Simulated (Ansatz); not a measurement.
BrHIn, SMILES [Br][InH], a single point in a Gaussian basis

Program: Ansatz 0.2.0 through its Python package.

`brhin.xyz`
```text
3

Br    1.87930   -0.47100    0.96880
In   -0.37000   -0.33550   -0.23600
H    -1.52030    0.74170   -0.74610
```

The cells in order, each with its output:

In [1]:
```python
from dataclasses import dataclass

import ansatz as az
```

In [2]:
```python
@dataclass(frozen=True)
class Settings:
    basis: str = "def2-TZVP"
```

In [3]:
```python
opts = Settings()
```

In [4]:
```python
geometry = az.Crystal.molecule_from_extxyz("brhin.xyz")
```

In [5]:
```python
calculation = (
    geometry.calculation()
    .basis(gaussian=opts.basis)  # atom-centred Gaussian functions
    .functional(az.LibraryFunctional("B2PLYP"))
    .spin("collinear", total=1)
    .accuracy("medium")
)
result = calculation.run(threads=1)
r = result.report

r["free_energy_ev"]
```
Out [5]:
```text
-75220.49176387714
```

In [6]:
```python
print(f"E = {r['free_energy_ev']:.6f} eV = {r['free_energy_ev'] / 27.211386246:.7f} Ha")
print("converged:", r["converged"], " doubts:", r["published_state_doubts"] or "none")
```
```text
E = -75220.491764 eV = -2764.3020860 Ha
converged: True  doubts: none
```

In [7]:
```python
field = r["mean_field"]
print("<S^2> =", round(abs(field["state"]["spin_squared"]), 4), " all-electron relativity setting:", field["relativity"])
print("passes:", field["passes"])
if "symmetry" in field:
    print("occupied orbitals by irrep:", field["symmetry"]["occupied"])
```
```text
<S^2> = 0.7587  all-electron relativity setting: none
passes: {'evaluations': 21, 'products': 19}
occupied orbitals by irrep: [{"A'": 21, "A''": 8}, {"A'": 20, "A''": 8}]
```

These settings explore the input space; basis and method may be short of convergence. The geometry is a force-field or estimated start, not a minimum of this method, and the basis set is short of its limit. def2 sets replace the cores of elements past krypton by effective core potentials. The species is open-shell (spin multiplicity 2). For a double hybrid the total adds scaled second-order correlation to the self-consistent reference. Timing: 14 s on 1 thread of Arm Neoverse N1 (shared host), peak memory 0.31 GiB.
